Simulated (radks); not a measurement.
**Rb⁴⁺ in [Ar] 3d10 4s2 4p3: an all-electron calculation**

What are the levels of the rubidium ion Rb4+, how large are its shells, and how does its energy divide?

Method: Dirac Kohn-Sham, PBE, spin-unpolarised, spherical densities, point nucleus; open shells fill j = l - 1/2 first. Code: radks (a radial shooting solver on a logarithmic mesh, Libxc functionals) version 1.

## Step 1: The atom as given

| Item | Value |
| --- | --- |
| element | rubidium (Z = 37) |
| charge | +4 |
| electrons | 33 |
| configuration | [Ar] 3d10 4s2 4p3 |

## Step 2: The run

Settings of this run:

```text
Z 37
configuration [Ar] 3d10 4s2 4p3 5s0 4d0 5p0 4f0
relativity Dirac
functional pbe,pbe
spin unpolarised
j_filling energy
nucleus point
c 137.035999084
```

What does the calculation give?

As calculated:

| quantity | value |
| --- | --- |
| total energy | -2976.88300 hartree |
| exchange-correlation share of it | 3.33 % |
| −T/E | 1.0286 |
| highest occupied level | 4p3/2, -60.041 eV |
| most extended occupied level | 4p3/2, <r> = 1.53 bohr |
| radius at density 0.001 e/bohr³ | 3.03 bohr |
| maxima of the radial density | 3 |
| ionisation energy, NIST | 68.4 (theory) eV |

**Reading.** 4 principal shells are occupied and 3 maxima appear in the radial density; where shells overlap, one shows as a shoulder or not at all. Relativity lifts −T/E to 1.029. Minus the highest eigenvalue, 60.041 eV, is 88 % of the tabulated ionisation energy (68.4 eV); the potential of a semilocal functional falls off too fast, so its top eigenvalue is too shallow. Spin polarisation and multiplet splitting are left out.
